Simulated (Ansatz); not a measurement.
**HfH (doublet): wave-function methods side by side, def2-TZVPP**

An exercise on one series of results from a longer session: the logs are not shown, and one member is left open.

Computed with Ansatz 0.2.0, Gaussian basis. Level: def2-TZVPP, core rule «outside noble gas», up to 4 orbitals frozen.

The runs, in order: UHF; CCSD(T) on ROHF; CCSD(T) on UHF; CCSDT(Q) on ROHF; CCSDT(Q) on UHF.

17 further runs of the same task are left out: 9 for a known fault of the program, 3 that didn't finish, 5 set aside as unsound or not needed.

## The geometry

The geometry is a PBE0/def2-TZVP stationary point (not a proven minimum) of the parent state, kept for this charge and spin. No spin-orbit coupling is included. Elements past krypton take def2 core potentials.

2 atoms, charge 0, spin multiplicity 2.

Atoms are counted from 1 here; the program's logs count them from 0.

Bond lengths: Hf1–H2 1.865 Å.

The first run:

Input file in.yaml:

```yaml
crystal:
  periodic: [false, false, false]
  atoms:
    - {symbol: Hf, position_ang: [0.000000, 0.000000, 0.000000]}
    - {symbol: H, position_ang: [0.000000, 0.000000, 1.864769]}
basis:
  gaussian: {orbitals: def2-TZVPP}
magnetization: {spin_polarized: true, initial_magnetization: 1}
hamiltonian: {xc: hf}
output: {orbitals: {seedname: orbitals}}
```

On the command line:

```sh
$ ansatz run in.yaml --threads 1 --pin off --events-out ev --progress --plain --max-ram 4096MiB --backend cpu
```

Steps of the session up to this table: UHF; CCSD(T) on ROHF; CCSD(T) on UHF; CCSDT(Q) on ROHF; CCSDT(Q) on UHF.

One of the session's tables, all rows but one given; the rest of the session is left out.

| method | from RCCSDT(Q) (meV) |
| --- | --- |
| ROHF | +2766.0 |
| UHF | +2468.1 |
| RMP2 | +723.6 |
| UMP2 | +797.4 |
| RCCSD | +149.8 |
| UCCSD | ? |
| RCCSD(T) | +43.5 |
| UCCSD(T) | +4.4 |
| RCCSDT | +5.0 |
| UCCSDT | -29.0 |
| RCCSDT(Q) | 0 |
| UCCSDT(Q) | -34.0 |

**Question.** Estimate the row for UCCSD.

**Answer.** from RCCSDT(Q) (meV): +98.4. In the column «from RCCSDT(Q) (meV)» it lies between RCCSD(T) (+43.5) and RCCSD (+149.8).

Caveats from the session: The determinant is far from a pure spin state, so its energy mixes those of several spin states (harmless only where they are near-degenerate, as at dissociation). Warnings: spin contamination; coupled cluster took another determinant than the lowest. Restricted and unrestricted rows rest on different reference determinants; where their highest levels disagree by more than a few hundredths of an eV, they describe different states and don't form one ladder.
